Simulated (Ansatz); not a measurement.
Crystal: LaSb.

```
La Sb
1.0
     0.00000    3.24500    3.24500
     3.24500    0.00000    3.24500
     3.24500    3.24500    0.00000
La Sb
1 1
Cartesian
  0.0000 0.0000 0.0000
  3.2450 3.2450 3.2450
```

| Quantity | Value |
| --- | --- |
| Program | Ansatz 0.2.0 |
| Task | relaxation of cell and atoms |
| Functional | RPBE |
| Dispersion | D3(BJ) |
| Potentials or basis | Ansatz PAW |
| Cutoff | 420 eV (not typed: the program's choice for these potentials) |
| k mesh | 7 × 7 × 7 |
| Occupations | fermi-dirac, width 0.05 eV |
| Spin | no spin polarisation |

At the start: volume 34.17 Å³/atom.

Task: How do energy, volume and symmetry change on relaxing?

Result: It ends after 7 steps and the volume is 26.39 Å³/atom (-22.8 %); space group Fm-3m (No. 225, to 0.05 Å).

The path:
```tsv
step	energy change (eV)	largest force (eV/Å)	volume (Å³)
1	0.0000	0.0000	68.34
2	-0.7216	0.0000	58.82
3	-0.8574	0.0000	50.24
4	-0.8958	0.0000	53.23
5	-0.8970	0.0000	52.80
6	-0.8970	0.0000	52.77
7	-0.8952	0.0000	52.77
```

Final structure:
```
La Sb
1.0
     0.00000    2.97707    2.97707
     2.97707    0.00000    2.97707
     2.97707    2.97707    0.00000
La Sb
1 1
Cartesian
  0.0000 0.0000 0.0000
  2.9771 2.9771 2.9771
```

Caveat: the volume moved by over 15 % at a fixed basis, so the end points are rough; the plane-wave basis is chosen anew once the cell has moved, so the energies of steps on either side of that aren't comparable; the volume moved by -23 % from the deposited cell, more than functionals usually miss; the PAW data sets come from PBE, with cores solved anew for the run's functional, which leaves a small shift of forces and pressure.
